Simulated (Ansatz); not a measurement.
# Si2H5OF (SMILES O[SiH](F)[SiH3]) at r2SCAN0/6-31G(d) (spherical functions)

What is the electronic atomisation energy of Si2H5OF at r2SCAN0/6-31G* (spherical functions)? 

The results are computed with Ansatz 0.2.0.

75 further runs of the same task are left out: 75 set aside as unsound or not needed.

**1. The molecule**

Si2H5OF has 9 atoms, charge 0, and is taken as a singlet. As SMILES, `O[SiH](F)[SiH3]`. Geometry: relaxed at PBE0-D4/def2-TZVP. This is one conformer, not always the lowest.

Bond lengths: O1–Si2 1.636 Å, Si2–F3 1.603 Å, Si2–Si4 2.339 Å, O1–H5 0.959 Å, Si2–H6 1.488 Å, Si4–H7 1.487 Å, Si4–H8 1.487 Å, Si4–H9 1.486 Å. Some angles: O1–Si2–F3 110.2°, O1–Si2–Si4 106.9°, F3–Si2–Si4 109.3°, O1–Si2–H6 110.6°, F3–Si2–H6 105.0°, Si4–Si2–H6 114.9°, Si2–O1–H5 118.9°, Si2–Si4–H7 109.6°, Si2–Si4–H8 109.5°, Si2–Si4–H9 110.3°.

**2. The energy at r2SCAN0/6-31G(d) (spherical functions)**

job.yaml

```yaml
basis:
  gaussian: {orbitals: 6-31G_st_-spherical.json}
crystal:
  periodic: [false, false, false]
  atoms:
    - {symbol: O, position_ang: [-0.392500, -0.610800, 1.768100]}
    - {symbol: Si, position_ang: [-0.831500, -0.160600, 0.257700]}
    - {symbol: F, position_ang: [-1.775600, 1.133800, 0.319400]}
    - {symbol: Si, position_ang: [1.135000, 0.371100, -0.891700]}
    - {symbol: H, position_ang: [-1.050500, -1.005600, 2.343000]}
    - {symbol: H, position_ang: [-1.664600, -1.215400, -0.380600]}
    - {symbol: H, position_ang: [0.798700, 0.860600, -2.255200]}
    - {symbol: H, position_ang: [1.981700, -0.845200, -1.013900]}
    - {symbol: H, position_ang: [1.887800, 1.425600, -0.163800]}
accuracy: high
hamiltonian: {xc: {name: r2SCAN0}}
magnetization: {spin_polarized: false, initial_magnetization: 0}
output: {orbitals: {seedname: orbitals}}
```

The basis set 6-31G* is read from a file made from the Basis Set Exchange's data (not shown).

Started as:

```bash
$ ansatz run job.yaml --threads 1 --pin off --max-ram 3480MiB --events-out events.jsonl --progress --plain --runs-dir runs
```

Standard output:

```text
Warning: RAYON_NUM_THREADS=1 ignored (pool sized by the plan → 1); use --threads N
Functional definition: r2SCAN0
  name "r2SCAN0"
  parameter a = 0.25
  parameter k0 = 0.174
  parameter k1 = 0.065
  parameter a1 = 4.9479
  exchange = (1 - a)*r2scan_x(k0 = k0, k1 = k1, a1 = a1) + a*exact_x
  correlation = r2scan_c
1651 factors; integrals over basis functions are off by at most 5.1e-9 eV
mean field evaluation 1: about -20593.3581 eV, gradient 4.9e1 eV
mean field evaluation 2: about -20589.7749 eV, gradient 6.6e1 eV
mean field evaluation 4: about -20597.2002 eV, gradient 2.1e0 eV
mean field evaluation 8: about -20597.4351 eV, gradient 1.7e-1 eV
mean field evaluation 16: about -20597.4352 eV, gradient 9.2e-6 eV
mean field -20597.43519089 eV, -756.9417818222 hartree, gradient 1.8e-8 eV, S^2 0.000000; 0 other end points of the search recorded, 0 dependent functions left out
reference -20597.43519164 eV, -756.9417818499 hartree; 25, 25 occupied and 49, 49 virtual orbitals, 1651 factors
Total energy: -20597.43519164 eV, -756.9417818499 hartree
```

Wall time 7.5 s (1 thread of Intel Xeon 6975P-C (Granite Rapids), shared host); peak memory 0.31 GiB.

**3. The F atom, same level**

job.yaml

```yaml
crystal:
  periodic: [false, false, false]
  atoms:
    - symbol: F
      position_ang: [0.000000, 0.000000, 0.000000]
basis:
  gaussian:
    orbitals: 6-31G_st_-spherical.json
total_charge: 0
accuracy: high
magnetization:
  spin_polarized: true
  initial_magnetization: 1
hamiltonian:
  xc: {name: r2SCAN0}
```

The basis set 6-31G* is read from a file made from the Basis Set Exchange's data (not shown).

Run the same way, it converges to -99.66913 Eh (log not shown).

**4. The H atom**

molecule.yaml

```yaml
crystal:
  periodic: [false, false, false]
  atoms:
    - {symbol: H, position_ang: [0.000000, 0.000000, 0.000000]}
basis:
  gaussian:
    orbitals: "6-31G*"
magnetization:
  spin_polarized: true
  initial_magnetization: 1
hamiltonian:
  xc: {name: r2SCAN0}
accuracy: high
```

Run the same way, it converges to -0.49823 Eh (log not shown).

**5. The O atom at the same level**

in.yaml

```yaml
crystal:
  periodic: [false, false, false]
  atoms:
    - {symbol: O, position_ang: [0.000000, 0.000000, 0.000000]}
basis:
  gaussian:
    orbitals: 6-31G_st_-spherical.json
magnetization:
  spin_polarized: true
  initial_magnetization: 2
hamiltonian:
  xc: {name: r2SCAN0}
accuracy: high
```

The basis set 6-31G* is read from a file made from the Basis Set Exchange's data (not shown).

Started as:

```bash
$ ansatz run in.yaml --threads 1 --pin off --max-ram 3480MiB --events-out events.jsonl --progress --plain --runs-dir runs
```

Standard output, shortened:

```text
Warning: RAYON_NUM_THREADS=1 ignored (pool sized by the plan → 1); use --threads N
[... 8 set-up lines as earlier in the session ...]
96 factors; integrals over basis functions are off by at most 1.4e-9 eV
mean field evaluation 1: about -2041.3498 eV, gradient 4.9e0 eV
mean field evaluation 2: about -2041.4322 eV, gradient 1.5e0 eV
mean field evaluation 4: about -2041.4418 eV, gradient 3.6e-2 eV
mean field evaluation 8: about -2041.4435 eV, gradient 8.1e-4 eV
mean field -2041.44353885 eV, -75.0216663127 hartree, gradient 3.0e-9 eV, S^2 2.003595; 0 other end points of the search recorded, 0 dependent functions left out
reference -2041.44353901 eV, -75.0216663183 hartree; 5, 3 occupied and 9, 11 virtual orbitals, 96 factors
Total energy: -2041.44353901 eV, -75.0216663183 hartree
```

Run time: 0.44 s. Hardware: 1 thread of Intel Xeon 6975P-C (Granite Rapids), shared host.

**6. The Si atom**

molecule.yaml

```yaml
crystal:
  periodic: [false, false, false]
  atoms:
    - symbol: Si
      position_ang: [0.000000, 0.000000, 0.000000]
basis:
  gaussian:
    orbitals: 6-31G_st_-spherical.json
total_charge: 0
magnetization:
  spin_polarized: true
  initial_magnetization: 2
hamiltonian:
  xc: {name: r2SCAN0}
accuracy: high
```

The basis set 6-31G* is read from a file made from the Basis Set Exchange's data (not shown).

Started as:

```bash
$ ansatz run molecule.yaml --threads 1 --pin off --max-ram 3480MiB --events-out events.jsonl --progress --plain --runs-dir runs
```

Standard output, shortened:

```text
Warning: RAYON_NUM_THREADS=1 ignored (pool sized by the plan → 1); use --threads N
[... 8 set-up lines as earlier in the session ...]
141 factors; integrals over basis functions are off by at most 2.6e-9 eV
mean field evaluation 1: about -7872.7081 eV, gradient 2.5e0 eV
mean field evaluation 2: about -7872.7773 eV, gradient 6.2e-1 eV
mean field evaluation 4: about -7872.7822 eV, gradient 1.1e-1 eV
mean field evaluation 8: about -7872.7823 eV, gradient 1.6e-4 eV
mean field evaluation 16: about -7872.7823 eV, gradient 1.9e-8 eV
mean field -7872.78225703 eV, -289.3194115823 hartree, gradient 1.9e-8 eV, S^2 2.004469; 0 other end points of the search recorded, 0 dependent functions left out
reference -7872.78225890 eV, -289.3194116513 hartree; 8, 6 occupied and 10, 12 virtual orbitals, 141 factors
Total energy: -7872.78225890 eV, -289.3194116513 hartree
```

Run time: 0.83 s. Hardware: 1 thread of Intel Xeon 6975P-C (Granite Rapids), shared host; peak memory 0.13 GiB.

**7. Summary of results**

Level: r2SCAN0/6-31G* (spherical functions).

| quantity | value |
| --- | --- |
| molecule: total energy | -756.94178 Eh |
| molecule: HOMO energy | -8.38 eV |
| molecule: LUMO energy | 0.54 eV |
| molecule: HOMO–LUMO gap | 8.92 eV |
| F atom: total energy | -99.66913 Eh |
| F atom: ⟨S²⟩ | 0.752 |
| H atom: total energy | -0.49823 Eh |
| H atom: ⟨S²⟩ | 0.750 |
| O atom: total energy | -75.02167 Eh |
| O atom: ⟨S²⟩ | 2.004 |
| Si atom: total energy | -289.31941 Eh |
| Si atom: ⟨S²⟩ | 2.004 |
| electronic atomisation energy | 30.505 eV |

**Reading.** Taking the molecule apart into free atoms costs 30.50 eV (2943 kJ/mol), before zero-point energy and without spin-orbit coupling.
